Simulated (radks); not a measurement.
# Ru²⁺ in [Kr] 4d6: an all-electron calculation

Aim: the levels, the sizes of the orbitals and the parts of the energy of the ruthenium ion Ru2+.

Method: Dirac Kohn-Sham, BLYP, spin-unpolarised, spherical densities, point nucleus; open shells fill j = l - 1/2 first. Code: radks (a radial shooting solver on a logarithmic mesh, Libxc functionals) version 1.

## 1. Starting point

```
element       : ruthenium (Z = 44)
charge        : +2
electrons     : 42
configuration : [Kr] 4d6
```

## 2. The run

Input:

```text
Z 44
configuration [Kr] 4d6 5s0 5p0
relativity Dirac
functional b88,lyp
spin unpolarised
j_filling energy
nucleus point
c 137.035999084
```

The run is started by

```console
$ python run_ks.py task.json out
```

This one command runs every case of the session in turn.

What does the calculation give?

The runs gave:

```
                        quantity                   value
                    total energy     -4531.18012 hartree
exchange-correlation share of it                  2.95 %
                            −T/E                  1.0407
          highest occupied level       4d5/2, -23.832 eV
    most extended occupied level  4d5/2, <r> = 1.54 bohr
 radius at density 0.001 e/bohr³               3.51 bohr
    maxima of the radial density                       4
         ionisation energy, NIST   28.470 (semi-emp.) eV
```

**Reading.** 4 principal shells are occupied and 4 maxima appear in the radial density. Relativity lifts −T/E to 1.041. Minus the highest eigenvalue, 23.832 eV, is 84 % of the tabulated ionisation energy (28.470 eV); the potential of a semilocal functional falls off too fast, so its top eigenvalue is too shallow. Spin polarisation and multiplet splitting are left out.
